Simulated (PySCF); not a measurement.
**C3H7BF− (SMILES C=CC[BH2-]F) at CCSD(T)/6-31G**

Aim: the vertical ionisation energy of C3H7BF− at CCSD(T)/6-31G, from 2 runs. 

Program for the calculation: PySCF 2.14.0.

### 1 The molecule

C3H7BF−: 12 atoms, total charge -1, spin state singlet. As SMILES, `C=CC[BH2-]F`. The coordinates come from a GFN2-xTB relaxation. This is one conformer, not always the lowest.

Bond lengths: C1–C2 1.330 Å, C2–C3 1.462 Å, C3–B4 1.686 Å, B4–F5 1.444 Å, C1–H6 1.079 Å, C1–H7 1.082 Å, C2–H8 1.087 Å, C3–H9 1.093 Å, C3–H10 1.093 Å, B4–H11 1.216 Å, B4–H12 1.218 Å. Some angles: C1–C2–C3 126.6°, C2–C3–B4 111.5°, C3–B4–F5 107.0°, C1–C2–H8 118.2°, C3–C2–H8 115.2°, C2–C1–H6 121.6°, C2–C1–H7 122.6°, C2–C3–H9 110.4°, C2–C3–H10 110.9°, B4–C3–H9 106.3°.

### 2 A single-point energy at CCSD(T)/6-31G

The input, run.py:

```python
from pyscf import gto, cc

mol = gto.M(
    atom='''
C       -1.133470      -0.864150       1.410100
C       -0.110170      -0.867660       0.560070
C        0.701100       0.283830       0.168200
B        0.325350       0.802190      -1.391170
F        1.239010       1.873170      -1.712570
H       -1.428460       0.030020       1.936620
H       -1.737330      -1.742070       1.598440
H        0.129820      -1.797320       0.049950
H        1.761190       0.016720       0.156080
H        0.560440       1.114930       0.863410
H       -0.807070       1.243000      -1.440040
H        0.499580      -0.092680      -2.199090
''',
    charge=-1,
    max_memory=1860,
    basis='6-31g',
    verbose=3,
)

mf = mol.RHF()
mf.conv_tol = 1e-10
mf.kernel()
if not mf.converged:
    mf = mf.newton().run(mf.mo_coeff, mf.mo_occ)

mycc = cc.CCSD(mf, frozen=5)
mycc.kernel()
e_t = mycc.ccsd_t()
energy = mycc.e_tot + e_t
print('E(%s) = %.9f' % ('CCSD(T)', energy))
```

Run with:

```console
$ OMP_NUM_THREADS=1 python run.py
```

What it wrote:

```text
converged SCF energy = -241.746834121268
E(CCSD) = -242.2439972543465  E_corr = -0.4971631330781721
CCSD(T) correction = -0.0117786127819651
E(CCSD(T)) = -242.255775867
```

It took 11 s on 1 thread of Arm Neoverse V1, shared host; peak memory 0.22 GiB.

### 3 Doublet neutral C3H7BF at the same level

The input, job.py:

```python
from pyscf import gto, scf, cc

mol = gto.Mole()
mol.atom = '''
C       -1.133470      -0.864150       1.410100
C       -0.110170      -0.867660       0.560070
C        0.701100       0.283830       0.168200
B        0.325350       0.802190      -1.391170
F        1.239010       1.873170      -1.712570
H       -1.428460       0.030020       1.936620
H       -1.737330      -1.742070       1.598440
H        0.129820      -1.797320       0.049950
H        1.761190       0.016720       0.156080
H        0.560440       1.114930       0.863410
H       -0.807070       1.243000      -1.440040
H        0.499580      -0.092680      -2.199090
'''
mol.max_memory = 1860
mol.verbose = 3
mol.spin = 1
mol.basis = '6-31g'
mol.build()

mf = scf.UHF(mol)
mf.conv_tol = 1e-10
mf.kernel()
if not mf.converged:
    mf = mf.newton().run(mf.mo_coeff, mf.mo_occ)

mycc = cc.CCSD(mf, frozen=5)
mycc.kernel()
e_t = mycc.ccsd_t()
energy = mycc.e_tot + e_t
print('E(%s) = %.9f' % ('CCSD(T)', energy))
```

Run with:

```console
$ OMP_NUM_THREADS=1 python job.py
```

What it wrote:

```text
converged SCF energy = -241.64052715711  <S^2> = 0.91453435  2S+1 = 2.1582719
E(UCCSD) = -242.1264407296234  E_corr = -0.4859135725134582
UCCSD(T) correction = -0.0128506951420459
E(CCSD(T)) = -242.139291425
```

Run time: 65 s. Hardware: 1 thread of Arm Neoverse V1, shared host; peak memory 0.44 GiB.

### 4 What came out

Level: CCSD(T)/6-31G, 5 core orbitals frozen.

| quantity | value |
| --- | --- |
| singlet C3H7BF−: total energy | -242.25578 Eh |
| singlet C3H7BF−: HOMO energy (Hartree–Fock orbitals) | -4.19 eV |
| singlet C3H7BF−: LUMO energy (Hartree–Fock orbitals) | 9.47 eV |
| singlet C3H7BF−: HOMO–LUMO gap (to an unbound level, set by the basis) | 13.66 eV |
| singlet C3H7BF−: correlation energy (5 core orbitals frozen) | -508.9 mEh |
| singlet C3H7BF−: (T) correction | -11.78 mEh |
| singlet C3H7BF−: T1 diagnostic | 0.011 |
| doublet neutral C3H7BF: total energy | -242.13929 Eh |
| doublet neutral C3H7BF: dipole moment (Hartree–Fock density) | 6.51 D |
| doublet neutral C3H7BF: HOMO energy (Hartree–Fock orbitals) (highest over α and β) | -11.09 eV |
| doublet neutral C3H7BF: LUMO energy (Hartree–Fock orbitals) (lowest over α and β) | -1.63 eV |
| doublet neutral C3H7BF: correlation energy (5 core orbitals frozen) | -498.8 mEh |
| doublet neutral C3H7BF: (T) correction | -12.85 mEh |
| doublet neutral C3H7BF: ⟨S²⟩ of the reference determinant | 0.915 |
| doublet neutral C3H7BF: T1 diagnostic | 0.029 |
| vertical detachment energy (to the doublet neutral) | 3.170 eV |

What this shows: Removing an electron at fixed nuclei costs 3.17 eV (306 kJ/mol). The triples (singlet C3H7BF−) make up 2.3 % of the correlation energy. ⟨S²⟩ (doublet neutral C3H7BF) is 0.91 where a pure doublet has 0.75: the reference is spin-contaminated. Mulliken charges (doublet neutral C3H7BF) of the mean-field density run from -0.52 on F5 to +0.60 on B4; they depend strongly on the basis. The triples (doublet neutral C3H7BF) make up 2.6 % of the correlation energy.
